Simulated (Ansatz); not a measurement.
# CH5FGeS: small, medium and large basis sets

How large a basis does CH5FGeS need? Two functionals are run in growing sets.

Method: one geometry, several basis sets; program: Ansatz 0.2.0, Gaussian basis.

Plan: PBE0-D4/def2-SVP; ωB97M-V/def2-SVP; PBE0-D4/def2-QZVPP; ωB97M-V/def2-QZVPP; the functionals' def2-TZVPP values are taken from earlier runs.

## 1. Structure used throughout

An earlier PBE0-D4 in a triple-zeta def2 set relaxation fixed the geometry.

SMILES `[CH3][GeH]([F])[SH]`, 9 atoms, charge 0, spin multiplicity 1.

Atoms are counted from 1 here; the program's logs count them from 0.

Bond lengths: C1–Ge2 1.934 Å, C1–H5 1.090 Å, C1–H6 1.090 Å, C1–H7 1.091 Å, Ge2–F3 1.746 Å, Ge2–S4 2.208 Å, Ge2–H8 1.534 Å, S4–H9 1.343 Å. Angles: Ge2–C1–H5 110.1°, Ge2–C1–H6 109.5°, Ge2–C1–H7 109.6°, H5–C1–H6 109.2°, H5–C1–H7 109.5°, H6–C1–H7 108.9°, C1–Ge2–F3 105.4°, C1–Ge2–S4 113.0°, C1–Ge2–H8 116.8°, F3–Ge2–S4 108.6°, F3–Ge2–H8 105.8°, S4–Ge2–H8 106.8°, Ge2–S4–H9 94.0°.

As a file:

```xyz
9
charge 0, multiplicity 1
C    -0.0298    0.6016   -1.0623
Ge    0.3699   -0.7029    0.3087
F     1.9057   -0.2136    0.9799
S    -1.1286   -0.7352    1.9295
H    -0.9820    0.3661   -1.5383
H    -0.0881    1.5941   -0.6143
H     0.7622    0.5983   -1.8120
H     0.5587   -2.1542   -0.1510
H    -1.2794    0.5996    1.9428
```

## 2. PBE0-D4 in def2-SVP

Contents of in.yaml:

```yaml
crystal:
  periodic: [false, false, false]
  atoms:
    - {symbol: C, position_ang: [-0.029813, 0.601590, -1.062288]}
    - {symbol: Ge, position_ang: [0.369877, -0.702901, 0.308676]}
    - {symbol: F, position_ang: [1.905716, -0.213607, 0.979862]}
    - {symbol: S, position_ang: [-1.128630, -0.735172, 1.929453]}
    - {symbol: H, position_ang: [-0.982013, 0.366089, -1.538266]}
    - {symbol: H, position_ang: [-0.088113, 1.594055, -0.614293]}
    - {symbol: H, position_ang: [0.762238, 0.598298, -1.812029]}
    - {symbol: H, position_ang: [0.558700, -2.154170, -0.151039]}
    - {symbol: H, position_ang: [-1.279362, 0.599619, 1.942824]}
basis:
  gaussian: {orbitals: def2-SVP}
hamiltonian: {xc: pbe0, dispersion: d4}
output: {orbitals: {seedname: orbitals}}
```

Run with:

```
> ansatz run in.yaml --threads 4 --pin off --events-out ev --progress --plain --max-ram 10444MiB
```

The runs that follow: ωB97M-V in def2-SVP; PBE0-D4 in def2-QZVPP; ωB97M-V in def2-QZVPP.

Q: Predict the results of all the runs planned. Wanted: PBE0-D4: double and triple zeta above quadruple; ωB97M-V: double and triple zeta above quadruple.

The runs gave:

| quantity | value |
| --- | --- |
| PBE0-D4: double and triple zeta above quadruple | 17.42, 1.78 eV |
| ωB97M-V: double and triple zeta above quadruple | 17.48, 1.73 eV |

PBE0-D4 gains 15.63 eV from double to triple zeta, then 1.78 eV more. Total energies overstate the basis error of differences, where much of it tends to cancel. The LUMO of ωB97M-V is positive and keeps falling with the basis (2.71 to 1.49 eV): an unbound level that the basis holds in place.
